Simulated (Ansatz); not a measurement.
Crystal: ZnRe2.

```
Zn Re
1.0
     0.00000    2.89556    2.89556
     2.89556    0.00000    2.89556
     2.89556    2.89556    0.00000
Zn Re
1 2
Cartesian
  0.0000 0.0000 0.0000
  4.3433 4.3433 4.3433
  1.4478 1.4478 1.4478
```

The cell was built by a generator and needn't be a form met in nature.

Base run:

- Program: Ansatz 0.2.0
- Functional: r2SCAN
- Potentials or basis: Ansatz PAW
- Cutoff: 500 eV (not typed: the program's choice for these potentials)
- k mesh: 8 × 8 × 8
- Occupations: fermi-dirac, width 0.05 eV
- Spin: no spin polarisation

Its results: band gap on the k mesh none (metal or under the smearing width); pressure -5.1 GPa.

After a change of settings the same cell gave: band gap on the k mesh none (metal or under the smearing width); pressure -7.6 GPa. Which change was it?
A. functional from r2SCAN to revPBE; cutoff from 500 eV (not typed: the program's choice for these potentials) to 420 eV (not typed: the program's choice for these potentials)
B. functional from r2SCAN to PBEsol; cutoff from 500 eV (not typed: the program's choice for these potentials) to 420 eV (not typed: the program's choice for these potentials)
C. functional from r2SCAN to PBE; cutoff from 500 eV (not typed: the program's choice for these potentials) to 420 eV (not typed: the program's choice for these potentials)
D. functional from r2SCAN to BLYP; cutoff from 500 eV (not typed: the program's choice for these potentials) to 420 eV (not typed: the program's choice for these potentials)

B.

Caveats: spin-orbit coupling is left out, which moves the levels of the heavy elements; the PAW data sets come from PBE, with cores solved anew for the run's functional, which leaves a small shift of forces and pressure.
